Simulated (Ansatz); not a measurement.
**Al, 4 atoms: a relaxation on CPU cores**

Aim: the relaxed geometry of Al in a cell of 4 atoms, and what it costs in time.

Program: Ansatz 0.2 early development. Level of theory: run time, cell relaxation, PBE, PAW. These are calculated values, not measurements.

### 1 Starting point

It takes space group Fm-3m (No. 225, cubic). Conventional cell: a = 4.171 Å, b = 4.171 Å, c = 4.171 Å, α = 90.00°, β = 90.00°, γ = 90.00°. Al (site symmetry m-3m) is surrounded by 12 Al at 2.95 Å.

Coordinates:

```
Al
1.0
     4.17150    0.00000    0.00000
     0.00000    4.17150    0.00000
     0.00000    0.00000    4.17150
Al
4
Direct
  0.00000 0.00000 0.00000
  0.00000 0.50000 0.50000
  0.50000 0.00000 0.50000
  0.50000 0.50000 0.00000
```

### 2 Running it

The input, input.yaml:

```yaml
crystal:
  lattice:
    - [4.1715, 0.0, 0.0]
    - [0.0, 4.1715, 0.0]
    - [0.0, 0.0, 4.1715]
  atoms:
    - { symbol: Al, position: [0, 0, 0] }
    - { symbol: Al, position: [0, 0.5, 0.5] }
    - { symbol: Al, position: [0.5, 0, 0.5] }
    - { symbol: Al, position: [0.5, 0.5, 0] }
kpoints:
  mp_grid: { grid: [6, 6, 6] }
hamiltonian:
  xc: pbe
  pseudopotentials: { kind: paw, source: jth }
magnetization:
  spin_polarized: false
scf:
  occupations: { method: cold, width: "0.27 eV" }
output:
  forces: true
  stress: true
relax:
  max_steps: 20
  cell: {}
```

The run is started by

```
> ansatz run input --backend cpu --threads 16 --events-out ev
```

Before running it: what results should come out? Wanted: free energy; electrons solved for; SCF passes in all; largest force; pressure; energy from the first step to the last.

**Answer**, as computed:

| quantity | value |
| --- | --- |
| time per pass of the first SCF | 0.027 s |
| free energy | -2149.8746 eV (-537.4687 eV/atom) |
| electrons solved for | 12 |
| SCF passes in all | 23 |
| largest force | 0.000 eV/Å |
| pressure | -0.04 GPa |
| energy from the first step to the last | -32.9 meV/atom |
| wall time | 0.88 s (16 threads of Arm Neoverse V2 (Grace), shared host) |

The largest share of the engine's clock (72 %) was the work after the first SCF. Forces vanish by symmetry, so the stress drives the 5 steps: the pressure went from -5.99 to -0.04 GPa, and the volume changed by -8.9 %.
